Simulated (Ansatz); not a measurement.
# CdSe (zincblende type): the cost of one run

Program: Ansatz 0.2.0. Level of theory: DFT PBE, with the methods named in each step. These are calculated values, not measurements.

### 1 The structure to begin with

The structure is cubic, space group F-43m (No. 216). The conventional cell has a = 6.211 Å, b = 6.211 Å, c = 6.211 Å, α = 90.00°, β = 90.00°, γ = 90.00°. Cd (site symmetry -43m) has 4 Se at 2.69 Å as nearest neighbours. Around Se (site symmetry -43m) lie 4 Cd at 2.69 Å.

As a file:

```
CELL_PARAMETERS angstrom
0.00000 3.10531 3.10531
3.10531 0.00000 3.10531
3.10531 3.10531 0.00000
ATOMIC_POSITIONS crystal
Cd 0.00000 0.00000 0.00000
Se 0.25000 0.25000 0.25000
```

Whether this phase is the stable one at these pressures isn't tested.

Atoms are numbered in the order of the input: Cd1, Se2.

### 2 Cell relaxed at zero pressure, PAW

The input, input.yaml:

```yaml
crystal:
  lattice:
    - [0.0, 3.1053142479, 3.1053142479]
    - [3.1053142479, 0.0, 3.1053142479]
    - [3.1053142479, 3.1053142479, 0.0]
  atoms:
    - { symbol: Cd, position: [0.0, 0.0, 0.0] }
    - { symbol: Se, position: [0.25, 0.25, 0.25] }
kpoints:
  mp_grid: { grid: [11, 11, 11] }
scf:
  occupations: { method: fermi_dirac, width: 0.1 }
hamiltonian:
  xc: pbe
  pseudopotentials: { kind: paw }
output:
  forces: true
  stress: true
relax:
  f_tol: 0.005
  max_steps: 40
  cell: {}
```

The run is started by

```
> ansatz run input.yaml --threads 1 --pin off --max-ram 2048MiB --backend cpu --events-out ev --progress --plain --runs-dir out
```

Q: Estimate wall time and peak memory on 1 thread of Arm Neoverse V1, shared host.

About 21 s, with a peak of 0.38 GiB.
